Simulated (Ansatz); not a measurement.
# H3LiO2Si (SMILES [Li][O][SiH2]O): functionals against CCSD(T) at one geometry

One table from this session's results is given with a row withheld; the runs are named, their logs left out.

Computed with Ansatz 0.2.0, Gaussian basis. Level: single points in def2-TZVPP.

Cores are frozen in the correlated methods. The outer core shell of Li, Na, Mg and K is correlated.

## The starting structure

SMILES `[Li][O][SiH2]O`, 7 atoms, charge 0, spin multiplicity 1.

Atoms are counted from 1 here; the program's logs count them from 0.

Bond lengths: Li1–O2 1.558 Å, O2–Si3 1.657 Å, Si3–O4 1.610 Å, Si3–H5 1.636 Å, Si3–H6 1.347 Å, O4–H7 1.235 Å. Angles: Li1–O2–Si3 164.5°, O2–Si3–O4 93.5°, O2–Si3–H5 112.2°, O2–Si3–H6 108.5°, O4–Si3–H5 96.3°, O4–Si3–H6 125.8°, H5–Si3–H6 117.9°, Si3–O4–H7 122.5°.

Coordinates:

```
Li   -2.4747   -0.1650   -1.4457
O    -1.1372    0.3204   -0.8107
Si    0.2530    0.4479    0.0828
O     0.2070   -1.0897    0.5581
H     1.5963    0.3109   -0.8409
H     0.1480    1.5251    0.8854
H     1.0652   -1.5806    1.2977
```

Set-up of the first run:

The input, run/in.yaml:

```yaml
crystal:
  periodic: [false, false, false]
  atoms:
    - {symbol: Li, position_ang: [-2.474700, -0.165000, -1.445700]}
    - {symbol: O, position_ang: [-1.137200, 0.320400, -0.810700]}
    - {symbol: Si, position_ang: [0.253000, 0.447900, 0.082800]}
    - {symbol: O, position_ang: [0.207000, -1.089700, 0.558100]}
    - {symbol: H, position_ang: [1.596300, 0.310900, -0.840900]}
    - {symbol: H, position_ang: [0.148000, 1.525100, 0.885400]}
    - {symbol: H, position_ang: [1.065200, -1.580600, 1.297700]}
basis:
  gaussian: {orbitals: def2-TZVPP}
correlation: {method: ccsd_t}
output: {forces: true}
```

No record of the launch command was kept for these runs.

Among the steps run: CCSD(T)/def2-TZVPP; PBE0-D4/def2-TZVPP; wB97M-V/def2-TZVPP; r2SCAN-D4/def2-TZVPP; PBE-D4/def2-TZVPP; SPW92/def2-TZVPP; LC-wPBE/def2-TZVPP.

One table of the session follows, with a row left open; its other results are not shown here.

```
   method  RMS force component (eV/Å)  angle to CCSD(T) forces (°)  dipole (D)
  CCSD(T)                       2.860                    reference        4.73
  PBE0-D4                       2.860                          2.4        4.67
  wB97M-V                       2.874                          1.6        4.58
r2SCAN-D4                       2.787                          1.9        4.87
   PBE-D4                       2.649                          3.8        4.79
    SPW92                       2.656                          4.5        4.66
  LC-wPBE                           ?                            ?           ?
```

Estimate the missing values for LC-wPBE.

As computed: RMS force component (eV/Å): 2.986; angle to CCSD(T) forces (°): 2.7; dipole (D): 4.53. In the column «RMS force component (eV/Å)» it is the highest.
